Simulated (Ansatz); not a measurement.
# AsGeH: the cost of one run

Method: cc-pVTZ, all electrons in the functionals, frozen cores in the correlation of double hybrids and RPA; program: Ansatz 0.2.0, Gaussian basis.

The runs, in order: B2PLYP, RPA-PBE, at charge 0, triplet; charge 0, singlet; charge 0, quintet; charge 1, doublet; charge 1, quartet.

6 further runs of the same task are left out: 6 set aside as unsound or not needed. Runs told in other sessions of the task aren't counted.

### 1 The system

The geometry is a PBE0/def2-TZVP stationary point (not a proven minimum). No spin-orbit coupling is included. The filled d shell of Ge, As may be among the frozen orbitals whatever the setting's name suggests.

3 atoms, charge 0, spin multiplicity 3.

Atoms are counted from 1 here; the program's logs count them from 0.

Bond lengths: Ge1–As2 2.430 Å, Ge1–H3 1.598 Å. Angles: As2–Ge1–H3 91.8°.

No dispersion term is added.

The geometry shown and the zero of energy belong to the point charge 0, triplet. The yardstick, UCCSDT(Q), and other wave-function levels (R restricted, U unrestricted, valence and pair active spaces) come from earlier runs.

### 2 B2PLYP, charge 0, triplet

The input, in.yaml:

```yaml
crystal:
  periodic: [false, false, false]
  atoms:
    - {symbol: Ge, position_ang: [0.000000, -0.036838, 1.224603]}
    - {symbol: As, position_ang: [0.000000, 0.014742, -1.204908]}
    - {symbol: H, position_ang: [0.000000, 1.559010, 1.308135]}
basis:
  gaussian: {orbitals: cc-pVTZ}
magnetization: {spin_polarized: true, initial_magnetization: 2}
hamiltonian: {xc: {name: B2PLYP}}
correlation: {electrons: outside_noble_gas}
```

Launch:

```sh
> ansatz run in.yaml --threads 1 --pin off --events-out ev --progress --plain --max-ram 3968MiB --backend cpu
```

**Question.** How long does this run take on 1 thread of AMD EPYC 7R13, shared host, and how much memory does it need?

About 12 s, with a peak of 0.3 GiB.
